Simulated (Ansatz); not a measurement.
# Cl₂FHMoO₂: a ladder of functionals and wavefunction methods

The task here is to estimate one member of a computed series from the others.

The runs use Ansatz 0.2.0, Gaussian basis; functionals in def2-TZVPP, the program's frozen cores in correlated methods.

Plan: LDA (SPW92), PBE-D4, revPBE-D4, BLYP-D4, r2SCAN-D4, B97M-V, PBE0-D4, B3LYP-D4, r2SCANh-D4, r2SCAN0-D4, HSE06-D4, BHLYP-D4, CAM-B3LYP-D4, LC-ωPBE, ωB97X-V, ωB97M-V, B2PLYP, PBE-QIDH; CCSD(T)/def2-SVP; CCSD(T)/def2-TZVPP; MP2/def2-QZVPP; extrapolation to the limit; RPA on PBE.

### Structure used throughout

An earlier PBE0-D4 in a triple-zeta def2 set relaxation fixed the geometry. Mo takes the def2 core potential; no spin-orbit term is included.

SMILES `[O]=[Mo]([OH])([F])([Cl])[Cl]`, 7 atoms, charge 0, spin multiplicity 1.

Atoms are counted from 1 here; the program's logs count them from 0.

Bond lengths: O1–Mo2 1.641 Å, Mo2–O3 1.852 Å, Mo2–F4 1.854 Å, Mo2–Cl5 2.283 Å, Mo2–Cl6 2.293 Å, O3–H7 0.963 Å. Angles: O1–Mo2–O3 102.7°, O1–Mo2–F4 108.6°, O1–Mo2–Cl5 103.0°, O1–Mo2–Cl6 106.4°, O3–Mo2–F4 87.2°, O3–Mo2–Cl5 154.4°, O3–Mo2–Cl6 87.4°, F4–Mo2–Cl5 84.0°, F4–Mo2–Cl6 144.9°, Cl5–Mo2–Cl6 86.1°, Mo2–O3–H7 128.1°.

Coordinates:

```xyz
7

O    -1.8771   -0.1826    0.2680
Mo   -0.3113    0.0492   -0.1643
O     0.6071   -0.9880    1.0646
F     0.1435   -1.2183   -1.4388
Cl   -0.4779    1.4489   -1.9603
Cl    0.4172    1.8855    0.9994
H     1.5595   -1.0628    1.1856
```

The first run:

Contents of in.yaml:

```yaml
crystal:
  periodic: [false, false, false]
  atoms:
    - {symbol: O, position_ang: [-1.877107, -0.182585, 0.268021]}
    - {symbol: Mo, position_ang: [-0.311269, 0.049168, -0.164297]}
    - {symbol: O, position_ang: [0.607114, -0.988026, 1.064571]}
    - {symbol: F, position_ang: [0.143537, -1.218272, -1.438783]}
    - {symbol: Cl, position_ang: [-0.477854, 1.448912, -1.960322]}
    - {symbol: Cl, position_ang: [0.417219, 1.885513, 0.999408]}
    - {symbol: H, position_ang: [1.559460, -1.062810, 1.185602]}
basis:
  gaussian: {orbitals: def2-TZVPP}
hamiltonian: {xc: lda}
output: {orbitals: {seedname: orbitals}}
```

On the command line:

```
ansatz run in.yaml --threads 4 --pin off --events-out ev --progress --plain --max-ram 10444MiB
```

Among the steps run: LDA; PBE-D4 (GGA); revPBE-D4 (GGA); BLYP-D4 (GGA); r2SCAN-D4 (meta-GGA); B97M-V (meta-GGA); PBE0-D4 (hybrid); B3LYP-D4 (hybrid); r2SCANh-D4 (hybrid); r2SCAN0-D4 (hybrid); HSE06-D4 (hybrid); BHLYP-D4 (hybrid); CAM-B3LYP-D4 (range-separated); LC-ωPBE (range-separated); ωB97X-V (range-separated); ωB97M-V (range-separated); B2PLYP (double hybrid); PBE-QIDH (double hybrid).

One of the session's tables, all rows but one given; the rest of the session is left out.

It belongs to the step «Orbital energies across the functionals». 

| functional | HOMO (eV) | LUMO (eV) | gap (eV) |
| --- | --- | --- | --- |
| LDA (SPW92) | -7.71 | -5.50 | 2.21 |
| PBE-D4 | -7.52 | -5.27 | 2.25 |
| revPBE-D4 | -7.45 | -5.18 | 2.27 |
| BLYP-D4 | -7.37 | -5.17 | 2.20 |
| r2SCAN-D4 | -7.89 | -5.37 | 2.52 |
| B97M-V | -7.97 | -5.36 | 2.61 |
| PBE0-D4 | -8.93 | -4.71 | 4.21 |
| B3LYP-D4 | -8.66 | -4.90 | 3.75 |
| r2SCANh-D4 | -8.40 | -5.14 | 3.26 |
| r2SCAN0-D4 | -9.17 | -4.76 | 4.41 |
| HSE06-D4 | -8.53 | -5.08 | 3.44 |
| BHLYP-D4 | ? | ? | ? |
| CAM-B3LYP-D4 | -10.26 | -3.70 | 6.56 |
| LC-ωPBE | -11.62 | -2.60 | 9.02 |
| ωB97X-V | -11.26 | -2.65 | 8.61 |
| ωB97M-V | -11.11 | -2.64 | 8.47 |

**Question.** Estimate the row for BHLYP-D4.

Worked estimate for «HOMO (eV)». Against the share of exact exchange, BLYP-D4 (0, -7.37), B3LYP-D4 (0.2, -8.66) give a slope of -6.45 per unit share; at 0.5 the line stands at -10.59.

**Answer.** HOMO (eV): -10.20; LUMO (eV): -3.94; gap (eV): 6.25. In «HOMO (eV)» the line misses by -0.39.
